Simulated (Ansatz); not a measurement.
# CrTeS: the cost of one run

Code: Ansatz 0.2.0. PAW datasets, plane waves, zero pressure. Values at 0 K without nuclear motion; spin polarisation is off, and the phase may be a hypothetical one.

### 1 The structure to begin with

In-plane lattice: a = 3.457 Å, b = 3.457 Å, γ = 120.0°; thickness between the outer nuclei 3.38 Å. Cr has 3 S at 2.61 Å and 3 Te at 2.61 Å; S has 3 Cr at 2.61 Å; Te has 3 Cr at 2.61 Å.

Structure file:

```
CELL_PARAMETERS angstrom
3.45677 0.00000 0.00000
-1.72838 2.99365 0.00000
0.00000 0.00000 18.00000
ATOMIC_POSITIONS crystal
Cr 0.33333 0.66667 0.50000
S 0.66667 0.33333 0.59375
Te 0.66667 0.33333 0.40625
```
The sheet repeats along a and b alone.

### 2 Relaxation with PBE

File input.yaml:

```yaml
crystal:
  lattice:
    - [3.45676982, 0.0, 0.0]
    - [-1.72838491, 2.9936504792, 0.0]
    - [0.0, 0.0, 18.0]
  atoms:
    - { symbol: Cr, position: [0.3333333333, 0.6666666667, 0.5] }
    - { symbol: S, position: [0.6666666667, 0.3333333333, 0.5937531622] }
    - { symbol: Te, position: [0.6666666667, 0.3333333333, 0.4062468378] }
  periodic: [true, true, false]
kpoints:
  mp_grid: { grid: [12, 12, 1] }
hamiltonian:
  xc: pbe
scf:
  occupations: { method: fermi_dirac, width: 0.02 }
relax:
  f_tol: 0.005
  cell: {}
```

Started as:

```
ansatz run input.yaml --threads 4 --pin off --max-ram 5529MiB --backend cpu --events-out ev --progress --plain --runs-dir out
```

What time and memory should one allow on 4 threads of Intel Xeon at 2.50GHz (Skylake/Cascade Lake), shared host?

About 57 s, with a peak of 0.66 GiB.
